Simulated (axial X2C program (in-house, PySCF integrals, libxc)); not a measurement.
# Linear TiOH at several levels

One table from this session's results is given with a row withheld; the runs are named, their logs left out.

Computed with an in-house X2C program for linear molecules on PySCF integrals. Level: all-electron X2C, two-component (2c) or spin-free, Ti dyall-v3z, O dyall-av3z, H dyall-v3z.

All values are calculated.

2 further runs of the same task are left out: 2 set aside as unsound or not needed.

Set-up of the first run:

The input, task.json:

```json
{
 "zs": [
  22,
  8,
  1
 ],
 "q": 0,
 "bas": [
  "dyall-v3z",
  "dyall-av3z",
  "dyall-v3z"
 ],
 "r0": [
  1.99,
  0.96
 ],
 "symm": 0,
 "scan": [
  "PBE0",
  "HF",
  "TPSSh"
 ],
 "levels": [
  "PBE0",
  "HF",
  "PBE"
 ],
 "nst": 2
}
```

Keys: zs atomic numbers; q charge; bas basis sets; r0 starting distance in Å; symm equal bonds; scan levels of the two-bond scan (MP2 follows by itself at each HF point); levels methods; nst determinants followed.

On the command line:

```sh
> python solin.py task.json out
```

Masses Ti 47.948, O 15.995, H 1.008 u.

Steps of the session up to this table: Scan at PBE0, 2c; Scan at HF, 2c; Scan at TPSSh, 2c.

One of the session's tables, all rows but one given; the rest of the session is left out.

```
           level  r(Ti–O) (Å)  r(O–H) (Å)  lower stretch (cm⁻¹)  upper stretch (cm⁻¹)
        PBE0, 2c        1.788       0.951                 756.9                4025.6
          HF, 2c        1.847       0.932                 715.3                4272.2
       TPSSh, 2c        1.788       0.955                 756.9                3945.4
         MP2, 2c        1.803       0.955                 740.8                3974.1
 PBE0, spin-free        1.788       0.951                 756.9                4025.2
   HF, spin-free        1.847       0.932                 715.3                4272.1
TPSSh, spin-free        1.788       0.955                 756.9                3945.2
  MP2, spin-free            ?           ?                     ?                     ?
```

Q: Estimate the row for MP2, spin-free from the others.

**Answer.** r(Ti–O) (Å): 1.803; r(O–H) (Å): 0.955; lower stretch (cm⁻¹): 740.8; upper stretch (cm⁻¹): 3972.9.

Scans not shown above were run alike.

MP2 freezes inner shells (threshold -2 hartree). The molecule was held linear; bending was not examined, so a bent shape may lie lower. Note: several unpaired electrons, one determinant need not be a pure state.
